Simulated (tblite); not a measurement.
# C2H9ClGe2O: the cost of one run

The runs use tblite 0.8.0 and PySCF 2.14.0, with density-fitted response routines of our own; the level of theory stands in each step. All values are computed, except where a source is named. Atoms are numbered from 0 throughout.

## Step 1: The molecule as given

15 atoms, charge 0, multiplicity 1; geometry from: force field or distance geometry start.

Bonds of the start (Å): Cl0–C1 1.79, C1–Ge2 1.96, Ge2–O3 1.75, O3–C4 1.38, C4–Ge5 1.95, C1–H6 1.08, C1–H7 1.13, Ge2–H8 1.57, Ge2–H9 1.53, C4–H10 1.13, C4–H11 1.10, Ge5–H12 1.55, Ge5–H13 1.58, Ge5–H14 1.55.

## Step 2: Optimising the geometry with GFN2-xTB

Job settings and geometry (Å):

```
{"job": {"kind": "relax", "xc": "GFN2-xTB", "basis": "xTB"}, "charge": 0, "multiplicity": 1}
Cl    -2.133400     1.142300     1.829500
C     -2.608800     0.354600     0.289700
Ge    -1.000100     0.023500    -0.787700
O     -0.075300    -1.190200     0.059200
C      1.024100    -0.752700     0.764800
Ge     2.355500     0.125300    -0.353600
H     -3.386100     0.901500    -0.225900
H     -3.009100    -0.648800     0.616900
H     -1.418300    -0.538700    -2.188100
H     -0.283200     1.355000    -1.002400
H      1.541500    -1.667600     1.168500
H      0.777600    -0.149100     1.653200
H      1.944100     1.576900    -0.700100
H      3.702800     0.230600     0.461100
H      2.564200    -0.754800    -1.607000
```

Launch:

```sh
OMP_NUM_THREADS=1 python probes_run.py task.json out
```

One launch serves the whole session: the jobs run in the order shown.

**Question.** How long does this first job take on 1 thread of Intel Xeon at 2.50GHz, shared host, and how much memory does it need?

About 2.6 s, with a peak of 0.18 GiB.
